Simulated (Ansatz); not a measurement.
This script drives Ansatz 0.2.0 through its Python package.

Script `random_alloy_li.py`:
```python
"""Random Li-Pb cells of 8 mixed sites, after relaxing atoms and volume at fixed cell shape."""

from collections import Counter
import logging
import sys
import warnings

import ansatz as az
import numpy as np

logging.basicConfig(stream=sys.stdout, format="[%(levelname)s] %(message)s")
logger = logging.getLogger("calc")
logger.setLevel(logging.INFO)

config = {
    "functional": "pbesol",
    "ecut": 460,
    "kspacing": 0.27,
    "occupations": "cold",
    "width_ev": 0.1,
}


def fcc(A, a):
    return (
        az.Lattice.fcc(a)
        .space_group(225)
        .atom(A, (0, 0, 0))
        .primitive()
    )

A_FIRST, A_LAST = 4.42, 4.95


def run_phase(name, crystal):
    calc = (
        crystal.calculation()
        .functional(config["functional"])
        .basis(config["ecut"])
        .kpoints(spacing=config["kspacing"])
        .occupations(config["occupations"], width=config["width_ev"])
        .band_table()
    )
    calc = calc.relax(force_tolerance=0.02, max_steps=60, fix_cell=["shape"])
    return calc.run()


def volume_per_atom(outcome):
    return abs(np.linalg.det(outcome.lattice.cell_ang)) / len(outcome.lattice.sites)


def counts(outcome):
    return Counter(site.symbol for site in outcome.lattice.sites)

warnings.simplefilter("ignore")

phases = {"Li": fcc("Li", A_FIRST), "Pb": fcc("Pb", A_LAST)}
for k in [3]:
    a = A_FIRST + (A_LAST - A_FIRST) * k / 8
    supercell = fcc("Li", a).supercell(2).resolved()
    for seed in [4, 60]:
        drawn = supercell.site_disorder().occupy("Li", Li=8 - k, Pb=k).random(seed=seed)
        phases[f"Li{8 - k}Pb{k} seed {seed}"] = drawn.crystal

done = {name: run_phase(name, crystal) for name, crystal in phases.items()}

# x is the share of the second element on the mixed sites; both end members stand on this same lattice
x = {name: counts(o)["Pb"] / (counts(o)["Li"] + counts(o)["Pb"]) for name, o in done.items()}
first, last = min(x, key=x.get), max(x, key=x.get)
energy = {name: o.report["energy_sigma0_ev"] / len(o.lattice.sites) for name, o in done.items()}
volume = {name: volume_per_atom(o) for name, o in done.items()}
rows = []
for name in sorted(done, key=x.get):
    line = lambda table: (1 - x[name]) * table[first] + x[name] * table[last]
    rows.append((name, x[name], 1000 * (energy[name] - line(energy)), volume[name], 100 * (volume[name] / line(volume) - 1)))
logger.info("| cell | x(Pb) | E_mix (meV/atom) | V (A^3/atom) | excess V (%) |")
logger.info("| --- | --- | --- | --- | --- |")
for row in rows:
    logger.info(f"| {row[0]} | {row[1]:.3f} | {row[2]:+.1f} | {row[3]:.3f} | {row[4]:+.2f} |")
```

It is started by `python random_alloy_li.py`. How long does it take on 1 thread of Arm Neoverse V2, with other jobs on the host, and how much memory does it need?

It took about 60 s, with a peak of 0.6 GiB, for 4 runs of the engine.

```console
$ python random_alloy_li.py
[INFO] | cell | x(Pb) | E_mix (meV/atom) | V (A^3/atom) | excess V (%) |
[INFO] | --- | --- | --- | --- | --- |
[INFO] | Li | 0.000 | +0.0 | 20.140 | +0.00 |
[INFO] | Li5Pb3 seed 4 | 0.375 | -227.8 | 21.141 | -11.23 |
[INFO] | Li5Pb3 seed 60 | 0.375 | -227.8 | 21.141 | -11.23 |
[INFO] | Pb | 1.000 | +0.0 | 29.941 | +0.00 |
```

What to keep in mind:
- For the metals among these phases the mesh is modest: differences between phases can be off by up to 40 meV an atom.
- Atoms and volume are relaxed with the cell's shape held, which in cells of lower than cubic symmetry can hide stresses and shift volumes.
- Spin-orbit coupling, which matters for elements this heavy, is left out.
- Cells of eight mixed sites are far from the random limit, and both end members stand on the same lattice, which need not be their own. Differences under about 40 meV an atom lie within the error of mesh and functional.
- The cells are prototypes set up for this calculation and needn't exist.
